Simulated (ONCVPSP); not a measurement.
# Cu: the cost of one run

Program: ONCVPSP 4.0.1.1 (patched build). Reference atom: PBE, scalar-relativistic, spherical and spin-unpolarised. All values are calculated.

## (1) Settings

The settings as typed:

```json
{"element": "copper (Cu, Z = 29)", "type": "optimised norm-conserving Vanderbilt (ONCV)", "frozen core": "[Ne]", "valence charge": "19", "reference configuration": "3s2 3p6 3d10 4s1", "partial waves": "3s+4s: rc 1.45 bohr, ncon 4, nbas 9, qcut 10.6 1/bohr, 2 projectors; 3p: rc 1.10 bohr, ncon 4, nbas 8, qcut 15.7 1/bohr, 2 projectors, debl 0.6 Ha; 3d: rc 1.05 bohr, ncon 4, nbas 8, qcut 13.9 1/bohr, local; f scattering state at 0.11 Ha: rc 1.55 bohr, ncon 4, nbas 9, qcut 8.1 1/bohr, 1 projector", "local potential": "the d channel", "core correction": "Teter function, fcfact 5.25, rcfact 1.45"}
```

## (2) Generating the potential

The input, Cu.dat:

```
# ATOM AND REFERENCE CONFIGURATION
# atsym  z   nc   nv     iexc    psfile
  Cu 29.00    3    4        4      upf
#
#   n    l    f
    1    0    2.00
    2    0    2.00
    2    1    6.00
    3    0    2.00
    3    1    6.00
    3    2   10.00
    4    0    1.00
#
# PSEUDOPOTENTIAL AND OPTIMIZATION
# lmax
    3
#
#   l,   rc,      ep,       ncon, nbas, qcut
    0    1.45    0.00    4    9   10.60
    1    1.10    0.00    4    8   15.70
    2    1.05    0.00    4    8   13.90
    3    1.55    0.11    4    9    8.10
#
# LOCAL POTENTIAL
# lloc, lpopt,  rc(5),   dvloc0
    2    5    1.05    0.00
#
# VANDERBILT-KLEINMAN-BYLANDER PROJECTORs
# l, nproj, debl
    0    2    0.30
    1    2    0.60
    2    0    1.10
    3    1    3.40
#
# MODEL CORE CHARGE
# icmod, fcfact, rcfact
    3    5.25    1.45
#
# LOG DERIVATIVE ANALYSIS
# epsh1, epsh2, depsh
   -6.00    5.00    0.04
#
# OUTPUT GRID
# rlmax, drl
    6.00    0.01
#
# TEST CONFIGURATIONS
# ncnf
    4
# nvcnf
#   n    l    f
    4
    3    0    2.00
    3    1    6.00
    3    2   10.00
    4    0    0.00
#
    4
    3    0    2.00
    3    1    6.00
    3    2    9.00
    4    0    0.00
#
    4
    3    0    2.00
    3    1    6.00
    3    2    8.00
    4    0    0.00
#
    4
    3    0    2.00
    3    1    6.00
    3    2    7.00
    4    0    0.00
#
```

The run is started by

```
$ oncvpsp.x < Cu.dat > Cu.out
```

**Question.** How long does this run take on 1 thread of AMD EPYC 9R45, shared host?

About 2.8 s.
